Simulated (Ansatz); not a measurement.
# Ta3AsAu2O13 in Ansatz: the effect of Hubbard term

Ta3AsAu2O13:

```
Ta As Au O
1.0
     5.88672    0.00000    0.00000
     2.19986    5.91413    0.00000
     1.85109    1.73865    7.56124
Ta As Au O
3 1 2 13
Direct
  0.39605 0.05000 0.58683
  0.95891 0.61806 0.76348
  0.06984 0.27356 0.18903
  0.07072 0.88917 0.02743
  0.21939 0.67567 0.38144
  0.68925 0.45927 0.56874
  0.16689 0.59518 0.16534
  0.86104 0.11514 0.11677
  0.26950 0.96377 0.83676
  0.87527 0.82792 0.92000
  0.70329 0.78261 0.54686
  0.17528 0.40817 0.59350
  0.27798 0.92640 0.17203
  0.64612 0.14878 0.61595
  0.14281 0.39538 0.93941
  0.30048 0.17203 0.35732
  0.19051 0.80386 0.59347
  0.70787 0.47140 0.81379
  0.77878 0.42364 0.31185
```

The cell was built by a generator and needn't be a form met in nature.

Alike in all runs:

| Property | Result |
| --- | --- |
| Program | Ansatz 0.2.0 |
| Task | projected density of states |
| Functional | PBE |
| Potentials or basis | Ansatz PAW |
| Cutoff | 420 eV |
| Density cutoff | 1680 eV |
| k mesh | 5 × 5 × 4 |
| Occupations | fermi-dirac, width 0.05 eV |
| Spin | no spin polarisation |
| Hubbard projectors | ortho-atomic (the default) |
| Double counting | fll (the default) |

One run gave: gap on the mesh 1.71 eV; pressure 0.8 GPa; largest force 0.13 eV/Å. Which Hubbard term did it use?
A. Au d U = 2 eV, Ta d U = 2 eV
B. Au d U = 6 eV, Ta d U = 6 eV
C. Au d U = 4 eV, Ta d U = 4 eV
D. Au d U = 8 eV, Ta d U = 8 eV

A.

```csv
Hubbard term,gap on the mesh (eV),pressure (GPa),largest force (eV/Å)
"Au d U = 2 eV, Ta d U = 2 eV",1.71,0.8,0.13
"Au d U = 4 eV, Ta d U = 4 eV",1.75,1.6,0.26
"Au d U = 6 eV, Ta d U = 6 eV",1.76,2.6,0.43
"Au d U = 8 eV, Ta d U = 8 eV",1.73,3.7,0.61
```

Caveats: odd divisions of the mesh miss points on the zone boundary, where band edges often lie, so the gap on the mesh can be too wide; spin-orbit coupling is left out, which moves the levels of the heavy elements; the density of states is complete only up to the lowest level of the last band computed.

A k mesh can miss the band edges.

Not every run made on this cell is shown here.
